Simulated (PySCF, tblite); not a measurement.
# C2H6GeO3, a small molecule taken as a stand-in for a surface group (oxygen-backed Ge): NMR shifts, core binding energies and electronic excitations, part 2 of 2

tblite 0.8.0 and PySCF 2.14.0. Atoms count from 0, parts from 1. The steps go on from the part before.

### 5 X-ray photoelectron lines: SCAN, X2C

The job: settings as JSON, then the geometry in Å.

```
{"job": {"kind": "xps", "holes": 5}, "charge": 0, "multiplicity": 1}
O     -1.676004     0.686141    -1.293605
Ge    -0.127415     0.408169    -0.476622
O      1.101696     0.674424    -1.718588
O      0.052623     1.636702     0.791191
C      0.031704    -1.313336     0.345258
C      0.356174    -1.416255     1.636885
H     -2.236286     1.286041    -0.788581
H      0.710451     1.080989    -2.500682
H      0.717849     2.290540     0.548951
H     -0.150188    -2.210009    -0.256993
H      0.536423    -0.525707     2.248133
H      0.451695    -2.388795     2.132201
```

With the program's defaults for keys left out, this is: delta-SCF UKS SCAN, pcX-2 on the ionised atom, pcseg-1 elsewhere, spin-free X2C.

Standard output:

```text
ground state, core basis on atom 0 (O), 158 functions
  cycle   1  E = -2399.25788756  |g| = 1.23e+00
  cycle   2  E = -2398.60970013  |g| = 2.20e+00
  cycle   3  E = -2399.52780751  |g| = 2.33e-01
  cycle   4  E = -2399.53866171  |g| = 1.04e-01
  cycle   5  E = -2399.54055996  |g| = 4.20e-02
  cycle   6  E = -2399.54093250  |g| = 9.36e-03
  cycle   7  E = -2399.54095306  |g| = 3.06e-03
  cycle   8  E = -2399.54095257  |g| = 1.55e-03
  cycle   9  E = -2399.54095363  |g| = 4.14e-04
  E(ground) = -2399.68401202 Eh
hole in O 1s of atom 0
  cycle   1  E = -2378.93998155  |g| = 2.22e+00
  cycle   2  E = -2377.00314463  |g| = 2.63e+00
  cycle   3  E = -2379.44840577  |g| = 7.73e-01
  cycle   4  E = -2379.69317390  |g| = 3.88e-01
  cycle   5  E = -2379.75649516  |g| = 1.57e-01
  cycle   6  E = -2379.76290653  |g| = 8.42e-02
  cycle   7  E = -2379.76586386  |g| = 1.65e-02
  cycle   8  E = -2379.76593424  |g| = 1.12e-02
  cycle   9  E = -2379.76598686  |g| = 2.37e-03
  cycle  10  E = -2379.76598925  |g| = 1.02e-03
  cycle  11  E = -2379.76599039  |g| = 7.98e-04
  cycle  12  E = -2379.76599075  |g| = 2.83e-04
  E(ion) = -2379.91002981 Eh   <S^2> = 0.7626   hole on atom = 1.000   binding energy = 538.077 eV
ground state, core basis on atom 2 (O), 158 functions
  cycle   1  E = -2399.53889280  |g| = 1.22e-01
  cycle   2  E = -2399.53493556  |g| = 1.66e-01
  cycle   3  E = -2399.53974192  |g| = 4.69e-02
  cycle   4  E = -2399.54013697  |g| = 9.39e-03
  cycle   5  E = -2399.54015381  |g| = 2.76e-03
  cycle   6  E = -2399.54015508  |g| = 5.77e-04
  cycle   7  E = -2399.54015399  |g| = 1.63e-04
  E(ground) = -2399.68404419 Eh
hole in O 1s of atom 2
  cycle   1  E = -2378.93917674  |g| = 2.22e+00
  cycle   2  E = -2377.62404870  |g| = 2.47e+00
  cycle   3  E = -2379.53029736  |g| = 7.05e-01
  cycle   4  E = -2379.68959347  |g| = 4.13e-01
  cycle   5  E = -2379.75451543  |g| = 1.48e-01
  cycle   6  E = -2379.76132473  |g| = 6.55e-02
  cycle   7  E = -2379.76338533  |g| = 1.37e-02
  cycle   8  E = -2379.76343940  |g| = 1.04e-02
  cycle   9  E = -2379.76349544  |g| = 2.67e-03
  cycle  10  E = -2379.76350275  |g| = 1.18e-03
  cycle  11  E = -2379.76350170  |g| = 9.26e-04
  cycle  12  E = -2379.76350192  |g| = 5.24e-04
  cycle  13  E = -2379.76350260  |g| = 3.53e-04
  E(ion) = -2379.90867545 Eh   <S^2> = 0.7628   hole on atom = 1.000   binding energy = 538.115 eV
ground state, core basis on atom 3 (O), 158 functions
  cycle   1  E = -2399.53836661  |g| = 1.23e-01
  cycle   2  E = -2399.53410266  |g| = 1.73e-01
  cycle   3  E = -2399.53929766  |g| = 4.57e-02
  cycle   4  E = -2399.53967498  |g| = 1.01e-02
  cycle   5  E = -2399.53968710  |g| = 3.06e-03
  cycle   6  E = -2399.53969104  |g| = 7.29e-04
  cycle   7  E = -2399.53969145  |g| = 1.86e-04
  E(ground) = -2399.68344824 Eh
hole in O 1s of atom 3
  cycle   1  E = -2378.93867025  |g| = 2.22e+00
  cycle   2  E = -2378.03974145  |g| = 2.37e+00
  cycle   3  E = -2379.58572230  |g| = 6.58e-01
  cycle   4  E = -2379.65672940  |g| = 5.09e-01
  cycle   5  E = -2379.75453750  |g| = 1.27e-01
  cycle   6  E = -2379.76070752  |g| = 5.27e-02
  cycle   7  E = -2379.76194201  |g| = 1.84e-02
  cycle   8  E = -2379.76204787  |g| = 9.30e-03
  cycle   9  E = -2379.76208811  |g| = 1.55e-03
  cycle  10  E = -2379.76209077  |g| = 6.98e-04
  cycle  11  E = -2379.76208909  |g| = 2.20e-04
  E(ion) = -2379.90679959 Eh   <S^2> = 0.7627   hole on atom = 1.000   binding energy = 538.150 eV
ground state, core basis on atom 4 (C), 158 functions
  cycle   1  E = -2399.51005284  |g| = 8.71e-02
  cycle   2  E = -2399.50768683  |g| = 1.30e-01
  cycle   3  E = -2399.51080254  |g| = 2.39e-02
  cycle   4  E = -2399.51089024  |g| = 1.18e-02
  cycle   5  E = -2399.51092129  |g| = 1.43e-03
  cycle   6  E = -2399.51091890  |g| = 4.91e-04
  E(ground) = -2399.65679070 Eh
hole in C 1s of atom 4
  cycle   1  E = -2388.24780803  |g| = 1.51e+00
  cycle   2  E = -2385.56590165  |g| = 2.41e+00
  cycle   3  E = -2388.35079397  |g| = 9.98e-01
  cycle   4  E = -2388.77800183  |g| = 3.48e-01
  cycle   5  E = -2388.81917469  |g| = 1.78e-01
  cycle   6  E = -2388.83016083  |g| = 8.27e-02
  cycle   7  E = -2388.83290586  |g| = 1.83e-02
  cycle   8  E = -2388.83305207  |g| = 1.11e-02
  cycle   9  E = -2388.83312544  |g| = 4.44e-03
  cycle  10  E = -2388.83315197  |g| = 2.30e-03
  cycle  11  E = -2388.83315983  |g| = 1.47e-03
  cycle  12  E = -2388.83316415  |g| = 1.32e-03
  cycle  13  E = -2388.83316677  |g| = 3.50e-04
  E(ion) = -2388.97765538 Eh   <S^2> = 0.7979   hole on atom = 1.000   binding energy = 290.594 eV
ground state, core basis on atom 5 (C), 158 functions
  cycle   1  E = -2399.50891442  |g| = 6.10e-02
  cycle   2  E = -2399.50809705  |g| = 6.17e-02
  cycle   3  E = -2399.50869214  |g| = 3.95e-02
  cycle   4  E = -2399.50911795  |g| = 3.58e-03
  cycle   5  E = -2399.50912391  |g| = 8.86e-04
  cycle   6  E = -2399.50912215  |g| = 3.44e-04
  E(ground) = -2399.65484308 Eh
hole in C 1s of atom 5
  cycle   1  E = -2388.24403331  |g| = 1.50e+00
  cycle   2  E = -2386.01134561  |g| = 2.26e+00
  cycle   3  E = -2388.33007271  |g| = 1.01e+00
  cycle   4  E = -2388.74796785  |g| = 3.92e-01
  cycle   5  E = -2388.80371287  |g| = 1.98e-01
  cycle   6  E = -2388.82041747  |g| = 5.76e-02
  cycle   7  E = -2388.82204122  |g| = 2.16e-02
  cycle   8  E = -2388.82222095  |g| = 1.25e-02
  cycle   9  E = -2388.82229816  |g| = 6.10e-03
  cycle  10  E = -2388.82233048  |g| = 2.68e-03
  cycle  11  E = -2388.82234552  |g| = 1.46e-03
  cycle  12  E = -2388.82235164  |g| = 7.00e-04
  cycle  13  E = -2388.82235289  |g| = 5.79e-04
  cycle  14  E = -2388.82235223  |g| = 2.50e-04
  E(ion) = -2388.96701377 Eh   <S^2> = 0.8035   hole on atom = 1.000   binding energy = 290.831 eV
```

Run time: 21 s. Hardware: 1 thread of AMD EPYC 9R45, shared host; peak memory 0.58 GiB.

The holes in one table. −ε is the ground-state orbital energy:

```csv
hole,stands for,environment,ΔSCF (eV),−ε (eV),⟨S²⟩
O1s on O0,O0,"oxygen bonded to Ge, H",538.08,516.6,0.763
O1s on O2,O2,"oxygen bonded to Ge, H",538.12,516.6,0.763
O1s on O3,O3,"oxygen bonded to Ge, H",538.15,516.6,0.763
C1s on C4,C4,"carbon bonded to C, Ge, H",290.59,274.1,0.798
C1s on C5,C5,"carbon bonded to C, 2 H",290.83,274.2,0.803
```

### 6 Excited states and response: CAM-B3LYP/def2-SVPD

The job, as its differences from that of step 5:

```diff
@@ -1,2 +1,2 @@
-{"job": {"kind": "xps", "holes": 5}, "charge": 0, "multiplicity": 1}
+{"job": {"kind": "uv", "xc": "CAM-B3LYP", "basis": "def2-SVPD", "nstates": 6, "ntriplets": 2, "ip": true}, "charge": 0, "multiplicity": 1}
 O     -1.676004     0.686141    -1.293605
```

Level: TDDFT CAM-B3LYP/def2-SVPD, vertical, gas phase, core orbitals frozen in the response.

Standard output:

```text
coarse grid: 48152 points
cycle   1  E = -2381.8480001645  dE =  3.545e-02  |g| = 1.187e+00  |ddm| = 4.947e+00
cycle   2  E = -2381.6702734018  dE =  1.777e-01  |g| = 1.586e+00  |ddm| = 3.430e+00
cycle   3  E = -2382.0990968473  dE = -4.288e-01  |g| = 6.811e-02  |ddm| = 1.834e+00
cycle   4  E = -2382.0999347245  dE = -8.379e-04  |g| = 3.612e-02  |ddm| = 1.658e-01
cycle   5  E = -2382.1002185476  dE = -2.838e-04  |g| = 8.554e-03  |ddm| = 5.191e-02
cycle   6  E = -2382.1002336597  dE = -1.511e-05  |g| = 3.200e-03  |ddm| = 1.932e-02
cycle   7  E = -2382.1002363293  dE = -2.670e-06  |g| = 6.748e-04  |ddm| = 4.634e-03
final grid: 101312 points
cycle   8  E = -2382.1002054246  dE = -4.650e-08  |g| = 7.066e-04  |ddm| = 4.132e-03
cycle   9  E = -2382.1002053759  dE =  4.865e-08  |g| = 8.521e-04  |ddm| = 1.762e-03
cycle  10  E = -2382.1002055309  dE = -1.549e-07  |g| = 5.825e-05  |ddm| = 1.004e-03
cycle  11  E = -2382.1002055315  dE = -6.821e-10  |g| = 1.601e-05  |ddm| = 8.666e-05
converged SCF energy = -2382.1002055315

Static polarisability (au): isotropic 63.894, principal 54.406 59.899 77.376

Singlet excitations
state   eV       nm        f      main configurations
  1   6.7696    183.1   0.00466   H-1->L 0.59, H-1->L+1 0.22
  2   7.2986    169.9   0.35467   H->L 0.57, H-1->L+1 0.21
  3   7.4518    166.4   0.01780   H->L+1 0.47, H->L 0.11
  4   7.5546    164.1   0.05428   H-1->L+1 0.36, H->L+1 0.22, H-1->L 0.16
  5   7.7006    161.0   0.15354   H-2->L 0.32, H-2->L+1 0.29, H->L 0.11
  6   7.8255    158.4   0.07342   H-3->L+1 0.49, H->L+1 0.09

Triplet excitations (Tamm-Dancoff, eV): 4.2895 6.2475
Vertical ionisation energy (delta-SCF) = 10.6921 eV
```

Wall time 1.8 min (1 thread of AMD EPYC 9R45, shared host); peak memory 1 GiB.

The orbitals next to the gap, with their largest atomic shares:

```csv
orbital,eV,atoms
HOMO−3,-10.75,"O2 50 %, O3 19 %, O0 16 %"
HOMO−2,-10.62,"O3 47 %, O0 37 %, O2 4 %"
HOMO−1,-10.14,"O0 20 %, O2 20 %, C4 17 %"
HOMO,-9.77,"C4 41 %, C5 38 %, O0 5 %"
LUMO,0.37,"C5 27 %, C4 23 %, Ge1 18 %"
LUMO+1,0.42,"Ge1 29 %, C5 13 %, O2 12 %"
LUMO+2,1.57,"O3 18 %, C5 17 %, O2 12 %"
```

With each of the 6 states as a Gaussian band of 0.4 eV half-width at 1/e, the curve within the window shown has maxima at 167 nm (ε 21,000) L/(mol cm). Beyond the last state computed it falls off for lack of states. The curve at chosen wavelengths:

```csv
nm,ε (L/mol/cm)
153,4234
155,6841
157,9901
159,13070
161,16001
163,18404
165,20031
166,20485
168,20567
170,19506
172,17418
174,14616
176,11524
178,8550
180,5990
182,3982
184,2529
186,1546
188,919
189,704
191,409
193,237
195,138
197,81
199,47
201,28
```

Ground-state properties from the same run:

```csv
property,computed
dipole moment (D),0.62
polarisability (Å³),9.47
HOMO–LUMO gap (eV),10.14
−ε(HOMO) (eV),9.77
```

### 7 Results

What follows sums up all 2 parts.

| quantity | value |
| --- | --- |
| point group | C1 |
| rotational constants (main isotopes) | 3.53, 1.97, 1.93 GHz |
| ¹³C shifts against TMS (PBE0/pcSseg-1) | 148.1, 135.9 ppm |
| ¹H shifts against TMS (PBE0/pcSseg-1) | 6.70, 6.56, 6.21, 1.15, 1.14, 0.82 ppm |
| ¹⁷O shifts against H2O (PBE0/pcSseg-1) | 52.7, 52.2, 42.8 ppm |
| ⁷³Ge shifts against GeMe4 (PBE0/pcSseg-1) | 25 ppm |
| O1s binding energies, SCAN/pcX-2 | O3 538.15, O2 538.12, O0 538.08 eV |
| C1s binding energies, SCAN/pcX-2 | C5 290.83, C4 290.59 eV |
| lowest singlet (CAM-B3LYP/def2-SVPD) | 6.77 eV (183 nm), f = 0.005 |
| brightest single state of those computed | state 2, 7.30 eV, f = 0.355 |
| lowest triplet | 4.29 eV |
| vertical ionisation energy (ΔSCF) | 10.69 eV |

What this shows: Relaxing lowered the energy by 0.236 eV in 14 steps; the close pair that moved most is O0–Ge1, from 1.719 to 1.773 Å (PBE0/def2-SVP). No frequency check was run at this level, so the end point may be a saddle. At PBE0/pcSseg-1: Shielding is most anisotropic at C5 (span 259 ppm, paramagnetic term -218 ppm). The O1s levels computed lie within 0.07 eV of one another, too close to rank. The C1s levels kept as sound span 0.24 eV, from C4 (carbon bonded to C, Ge, H) up to C5 (carbon bonded to C, 2 H). The lowest singlet, at 6.77 eV, is HOMO−1→LUMO 0.59, HOMO−1→LUMO+1 0.22 and is weak; of the 6 states computed, the strongest absorption comes from state 2 at 7.30 eV. The lowest triplet lies 2.48 eV below the lowest singlet (triplets in Tamm-Dancoff, singlets in full TDDFT). The orbital energy would give 9.77 eV for ionisation, ΔSCF gives 10.69 eV. Spin-orbit coupling is left out, which matters for shieldings and couplings at and beside the heavy atoms. A capped cluster stands for the solid here, so long-range fields and strain are missing, and bands or shifts of the capping hydrogens have no counterpart in it.
